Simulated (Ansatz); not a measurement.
## H8NPSi2, SMILES [SiH3]NP[SiH3]: an atomisation energy, step by step

Computed with Ansatz 0.2.0 through its Python package.

Run as a notebook:

```python
from collections import Counter

import ansatz as az
```

```python
BASIS_SET = '6-31G*'
FUNCTIONAL = 'PBE0'
```

```python
def energy_of(molecule, charge=0, unpaired=0):
    calc = (
        molecule.calculation()
        .basis(gaussian=BASIS_SET)
        .functional(FUNCTIONAL)
    )
    if charge:
        calc = calc.charge(charge)
    if unpaired:
        calc = calc.spin('collinear', total=unpaired)
    report = calc.run(threads=1).report
    if report['published_state_doubts']:
        print('  doubts:', report['published_state_doubts'])
    return report['free_energy_ev']
```

```python
molecule = (
    az.Crystal.molecule()
    .atom('Si', (-0.2968, 2.1984, 0.1623))
    .atom('N', (-0.5976, 0.5634, 0.0086))
    .atom('P', (0.6966, -0.3613, 0.5453))
    .atom('Si', (0.3456, -2.4027, -0.2334))
    .atom('H', (-0.2201, 2.5837, 1.5683))
    .atom('H', (0.8589, 2.6581, -0.6191))
    .atom('H', (-1.5216, 2.9087, -0.3964))
    .atom('H', (-1.4115, 0.3509, 0.5034))
    .atom('H', (1.6945, -0.0035, -0.383))
    .atom('H', (1.4284, -3.301, 0.0776))
    .atom('H', (-0.9556, -2.9183, 0.4779))
    .atom('H', (0.0563, -2.3315, -1.6774))
)
```

```python
# Hund ground states
unpaired = {'Si': 2, 'N': 3, 'P': 3, 'H': 1}
counts = Counter(site.symbol for site in molecule.cartesian_sites)
atom_energy = {s: energy_of(az.Crystal.molecule().atom(s, (0, 0, 0)), 0, unpaired[s]) for s in counts}
whole = energy_of(molecule, 0, 0)
for s, e in atom_energy.items():
    print(f'{s:2s} x{counts[s]}  {e:14.5f} eV')
print(f'H8NPSi2: {whole:.5f} eV')
split = sum(counts[s] * e for s, e in atom_energy.items()) - whole
print(f'atomisation energy (no zero-point term): {96.485332 * split:.1f} kJ/mol, {split / sum(counts.values()):.3f} eV an atom')
```

    Si x2     -7870.34799 eV
    N  x1     -1483.72008 eV
    P  x1     -9282.17789 eV
    H  x8       -13.58146 eV
    H8NPSi2: -26650.10204 eV
    atomisation energy (no zero-point term): 3363.1 kJ/mol, 2.905 eV an atom

3363.1 kJ/mol from the electronic energies, without the zero-point term.

Caveats:
- Total energies depend on the basis set; only differences at equal settings carry meaning.
- The geometry is a force-field or estimated start, not a minimum of this method, and the basis set is short of its limit. All parts are taken at fixed geometry, without zero-point energy.
- The whole script took 4.6 s on 1 thread of Arm Neoverse V1, with other jobs on the host, peak memory 0.24 GiB.
